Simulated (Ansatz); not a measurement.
# GeNH (singlet): the correlation ladder at a displaced geometry (v2), cc-pVTZ

One table from this session's results is given with a row withheld; the runs are named, their logs left out.

Computed with Ansatz 0.2.0, Gaussian basis. Level: cc-pVTZ, core rule «outside noble gas», up to 15 orbitals frozen.

To be run: UHF; CCSD(T) on RHF; BCCD(T) on RHF; CCSDT(Q) on RHF; CASSCF and NEVPT2, 10 electrons in 9 orbitals.

10 further runs of the same task are left out: 6 that didn't finish, 4 set aside as unsound or not needed.

## What is computed

The geometry is a PBE0/def2-TZVP stationary point (not a proven minimum) with its atoms shifted at random (size 0.100 Å). No spin-orbit coupling is included. The filled d shell of Ge may be among the frozen orbitals whatever the setting's name suggests; the logs give the count.

3 atoms, charge 0, spin multiplicity 1.

Atoms are counted from 1 here; the program's logs count them from 0.

Bond lengths: Ge1–N2 1.641 Å, N2–H3 1.014 Å. Angles: Ge1–N2–H3 169.7°.

Set-up of the first run:

File in.yaml:

```yaml
crystal:
  periodic: [false, false, false]
  atoms:
    - {symbol: Ge, position_ang: [0.084376, 0.005225, 1.425499]}
    - {symbol: N, position_ang: [-0.080498, 0.013599, -0.207319]}
    - {symbol: H, position_ang: [-0.003878, -0.018825, -1.218180]}
basis:
  gaussian: {orbitals: cc-pVTZ}
magnetization: {spin_polarized: true, initial_magnetization: 0}
hamiltonian: {xc: hf}
output: {orbitals: {seedname: orbitals}}
```

The run is started by

```bash
ansatz run in.yaml --threads 1 --pin off --events-out ev --progress --plain --max-ram 2393MiB
```

Steps of the session up to this table: UHF; CCSD(T) on RHF; BCCD(T) on RHF; CCSDT(Q) on RHF; CASSCF and NEVPT2, 10 electrons in 9 orbitals.

One table of the session follows, with a row left open; its other results are not shown here.

```
        method  from RCCSDT(Q) (kJ/mol)
           RHF                        ?
          RMP2                    +64.3
         RCCSD                    +54.0
      RCCSD(T)                     +5.6
       BCCD(T)                     +5.5
        RCCSDT                     +5.2
     RCCSDT(Q)                        0
CASSCF valence                   +510.3
NEVPT2 valence                   +119.7
```

Estimate the missing values for RHF.

As computed: from RCCSDT(Q) (kJ/mol): +882.7. In the column «from RCCSDT(Q) (kJ/mol)» it is the highest.
